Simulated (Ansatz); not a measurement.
**BrF2H3Si2: one species, many methods**

How much do the methods differ for BrF2H3Si2? The plan is to run it at one geometry with functionals of several rungs and with coupled cluster, and see how far each lands from CCSD(T) at the basis-set limit for the atomisation energy.

Method: functionals in def2-TZVPP, the program's frozen cores in correlated methods; program: Ansatz 0.2.0, Gaussian basis.

Levels to be run: LDA (SPW92), PBE-D4, revPBE-D4, BLYP-D4, r2SCAN-D4, B97M-V, PBE0-D4, B3LYP-D4, r2SCANh-D4, r2SCAN0-D4, HSE06-D4, BHLYP-D4, CAM-B3LYP-D4, LC-ωPBE, ωB97X-V, ωB97M-V, B2PLYP, PBE-QIDH; CCSD(T)/def2-SVP; CCSD(T)/def2-TZVPP; MP2/def2-QZVPP; extrapolation to the limit; RPA on PBE.

### Step 1. Structure used throughout

An earlier PBE0-D4 in a triple-zeta def2 set relaxation fixed the geometry.

SMILES `F[Si](F)([SiH3])Br`, 8 atoms, charge 0, spin multiplicity 1.

Atoms are counted from 1 here; the program's logs count them from 0.

Bond lengths: F1–Si2 1.586 Å, Si2–F3 1.586 Å, Si2–Si4 2.332 Å, Si2–Br5 2.201 Å, Si4–H6 1.484 Å, Si4–H7 1.485 Å, Si4–H8 1.484 Å. Angles: F1–Si2–F3 106.3°, F1–Si2–Si4 111.5°, F1–Si2–Br5 107.8°, F3–Si2–Si4 111.5°, F3–Si2–Br5 107.8°, Si4–Si2–Br5 111.8°, Si2–Si4–H6 108.1°, Si2–Si4–H7 109.6°, Si2–Si4–H8 108.1°, H6–Si4–H7 110.3°, H6–Si4–H8 110.3°, H7–Si4–H8 110.3°.

Geometry (Å):

```mol
BrF2H3Si2
  3D, bonds by distance, orders not assigned

  8  7  0  0  0  0  0  0  0  0999 V2000
    1.6873   -0.3324    1.4716 F   0  0
    1.1049   -0.1099    0.0134 Si  0  0
    1.6386   -1.3150   -0.8685 F   0  0
   -1.2255   -0.0293    0.0281 Si  0  0
    1.9820    1.7450   -0.7837 Br  0  0
   -1.6417    1.1128    0.8787 H   0  0
   -1.7651   -1.3014    0.5715 H   0  0
   -1.6883    0.1731   -1.3669 H   0  0
  1  2  8  0
  2  3  8  0
  2  4  8  0
  2  5  8  0
  4  6  8  0
  4  7  8  0
  4  8  8  0
M  END
```

### Step 2. LDA

This LDA is Slater exchange with PW92 correlation.

in.yaml

```yaml
crystal:
  periodic: [false, false, false]
  atoms:
    - {symbol: F, position_ang: [1.687288, -0.332369, 1.471621]}
    - {symbol: Si, position_ang: [1.104925, -0.109867, 0.013420]}
    - {symbol: F, position_ang: [1.638601, -1.314994, -0.868544]}
    - {symbol: Si, position_ang: [-1.225469, -0.029326, 0.028052]}
    - {symbol: Br, position_ang: [1.981996, 1.745040, -0.783709]}
    - {symbol: H, position_ang: [-1.641745, 1.112752, 0.878684]}
    - {symbol: H, position_ang: [-1.765111, -1.301425, 0.571524]}
    - {symbol: H, position_ang: [-1.688285, 0.173087, -1.366949]}
basis:
  gaussian: {orbitals: def2-TZVPP}
hamiltonian: {xc: lda}
output: {orbitals: {seedname: orbitals}}
```

Run with:

```bash
$ ansatz run in.yaml --threads 4 --pin off --events-out ev --progress --plain --max-ram 10444MiB
```

The runs that follow: PBE-D4 (GGA); revPBE-D4 (GGA); BLYP-D4 (GGA); r2SCAN-D4 (meta-GGA); B97M-V (meta-GGA); PBE0-D4 (hybrid); B3LYP-D4 (hybrid); r2SCANh-D4 (hybrid); r2SCAN0-D4 (hybrid); HSE06-D4 (hybrid); BHLYP-D4 (hybrid); CAM-B3LYP-D4 (range-separated); LC-ωPBE (range-separated); ωB97X-V (range-separated); ωB97M-V (range-separated); B2PLYP (double hybrid); PBE-QIDH (double hybrid); CCSD(T) in def2-SVP; CCSD(T) in def2-TZVPP; MP2 in def2-QZVPP; RPA on PBE orbitals.

Before running them: what should the planned runs give, taken together? Wanted: atomisation energy, CCSD(T)/CBS; farthest beyond LDA; mean size of error, GGA; mean size of error, meta-GGA; mean size of error, hybrid; mean size of error, range-separated; mean size of error, double hybrid; gap, smallest and largest; T1 diagnostic.

**Answer**, as computed:

| quantity | value |
| --- | --- |
| atomisation energy, CCSD(T)/CBS | 28.675 eV |
| functionals within 0.287 eV (1.0 %) | PBE-D4, r2SCAN-D4, B97M-V, CAM-B3LYP-D4, ωB97X-V, ωB97M-V |
| farthest beyond LDA | BHLYP-D4 (-1.118 eV) |
| mean size of error, GGA | 0.542 eV |
| mean size of error, meta-GGA | 0.127 eV |
| mean size of error, hybrid | 0.635 eV |
| mean size of error, range-separated | 0.283 eV |
| mean size of error, double hybrid | 0.620 eV |
| gap, smallest and largest | 6.07 eV (LDA (SPW92)), 13.01 eV (LC-ωPBE) |
| T1 diagnostic | 0.0110 |
| triples share of the correlation energy | 3.1 % |

LDA overbinds by 3.451 eV (12 %). PBE-D4 is off by -0.179 eV. Double hybrids carry the basis error of their MP2 part in triple zeta, and no dispersion term here, so their miss is partly the set-up's. The rungs meta-GGA, range-separated miss on average by less than the doubt on the reference (0.287 eV), so they tie. Misses under about 0.287 eV are within the doubt on the reference itself, which lacks core-valence correlation, relativity and higher excitations, and its outer-core shells are covered unevenly. All levels share the lack of spin-orbit coupling, which lowers the free heavy atoms and so the true binding. Hartree-Fock recovers 75 % of the binding; the rest is correlation. CCSD(T) in def2-SVP is off by -2.717 eV, which most functionals beat. Orbital gaps span 6.1 to 13.0 eV; exact exchange widens them. Correlated methods include outer-core shells of Br, which these sets cover unevenly.
